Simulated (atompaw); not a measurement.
**Pseudopotential generation for magnesium: PAW (atompaw), PBE**

Aim: build the potential from the settings below, then test how well it stands in for the atom: scattering, ghost states and the plane-wave cutoff that it needs.

Method: atompaw 4.2.0.5, PBE, scalar-relativistic.

### 1 Starting point

Typed settings, in words:

```json
{
 "element": "magnesium (Mg, Z = 12)",
 "type": "PAW",
 "frozen core": "[He] 2s2",
 "valence charge": "8",
 "reference configuration": "2p6 3s2 3p0",
 "partial waves": "3s (bound): rc 1.85 bohr; 3s channel at 1.2 Ry: rc 1.85 bohr; 2p (bound): rc 0.85 bohr; 3p (bound, empty): rc 1.85 bohr",
 "local potential": "bessel scheme, radius 1.35 bohr",
 "core correction": "smooth core density matched at 1.80 bohr",
 "augmentation charge": "besselshape compensation charge, radius 1.40 bohr; PAW radius 1.85 bohr; waves and projectors: custom polynom2 7 10 vanderbiltortho"
}
```

The outer shells as boxes (Hund's rule for the drawing; the calculation is spin-unpolarised):

```
[He] core
2s [↑↓]
2p [↑↓][↑↓][↑↓]
3s [↑↓]
3p [  ][  ][  ]
```

### 2 Generating the potential

Mg.input reads:

```
Mg 12
GGA-PBE scalarrelativistic loggrid 1500 logderivrange -5 5 251
3 3 0 0 0 0
3 1 0
0 0 0
c
c
v
v
v
1
1.85 1.40 1.35 1.80
y
1.2
n
n
custom polynom2 7 10 vanderbiltortho besselshape
bessel
1.85
1.85
0.85
1.85
PWSCFOUT
UPFDX 0.0125d0 UPFXMIN -7.d0 UPFZMESH 12.d0
END
```

Command:

```console
$ atompaw < Mg.input > Mg.log
```

Before running it: what results should come out? Wanted: cutoffs; bound ghosts; largest phase difference near zero energy, channels read; lowest eigenvalue of the overlap; share of valence orbitals outside the PAW sphere; UPF file.

**Answer**, as computed:

| quantity | value |
| --- | --- |
| cutoffs | not determined |
| bound ghosts | not determined |
| largest phase difference near zero energy, channels read | 0.014 rad |
| lowest eigenvalue of the overlap (Bessel basis) | 0.529 (s) |
| share of valence orbitals outside the PAW sphere | 3s 87 %, 2p 1 %, 3p 96 % |
| UPF file | written |

In words: Even at 400 Ry an occupied level stays 1197 mRy from its reference, so no cutoffs are read. The basis also finds an s level at -3.36 Ry, below the valence levels, which may be a ghost. Ghosts could not be judged. Near zero energy the phases of the channels with partial waves agree within 0.014 rad. The pseudo curves have a pole with no partner nearby in the atom's: s at -3.32 Ry. These are tests on the free atom; a crystal test is still owed.
